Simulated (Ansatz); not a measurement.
## Cu2BrCl under changes of volume

One of the cells (18.032 Å³/atom); the others are scaled copies at fixed shape and fractional positions:

```
CELL_PARAMETERS angstrom
1.85551 1.07128 6.04751
-1.85551 1.07128 6.04751
0.00000 -2.14256 6.04751
ATOMIC_POSITIONS crystal
Br 0.00000 0.00000 0.00000
Cu 0.75160 0.75160 0.75160
Cu 0.24840 0.24840 0.24840
Cl 0.50000 0.50000 0.50000
```

The cell comes from a database or a generator and needn't be the stable form of this composition.

* Program: Ansatz 0.2.0
* Functional: PBE
* Potentials or basis: Ansatz PAW
* Cutoff: 420 eV (not typed: the program's choice for these potentials)
* k mesh: 8 × 8 × 8
* Occupations: fermi-dirac, width 0.05 eV
* Spin: no spin polarisation

```tsv
volume (Å³/atom)	energy over the lowest point (meV/atom)	pressure (GPa)	largest force (eV/Å)
16.950	?	?	?
17.310	12.11	3.8	0.152
17.671	5.16	2.4	0.131
18.032	1.24	1.1	0.112
18.392	0.00	0.0	0.095
18.753	1.14	-1.0	0.079
19.113	4.39	-1.9	0.065
```

Problem. What does the run at 16.950 Å³/atom give?

Solution. Energy over the lowest point 22.48 meV/atom; pressure 5.4 GPa; largest force 0.176 eV/Å.

Worked out: A Birch-Murnaghan fit of order 3 (a polynomial in V^(-2/3)) to the other rows has its minimum at 18.39 Å³/atom with B0 = V·E''(V) = 54 GPa and B' = 5.0 at fixed shape and positions, which overstates the stiffness. It gives 22.43 meV/atom at 16.950 Å³/atom, against the run's 22.48, and -dE/dV = 5.4 GPa, against 5.4.

Energies are extrapolated to zero smearing.

Caveats: the run has no spin polarisation, though such a crystal can be magnetic (some runs).
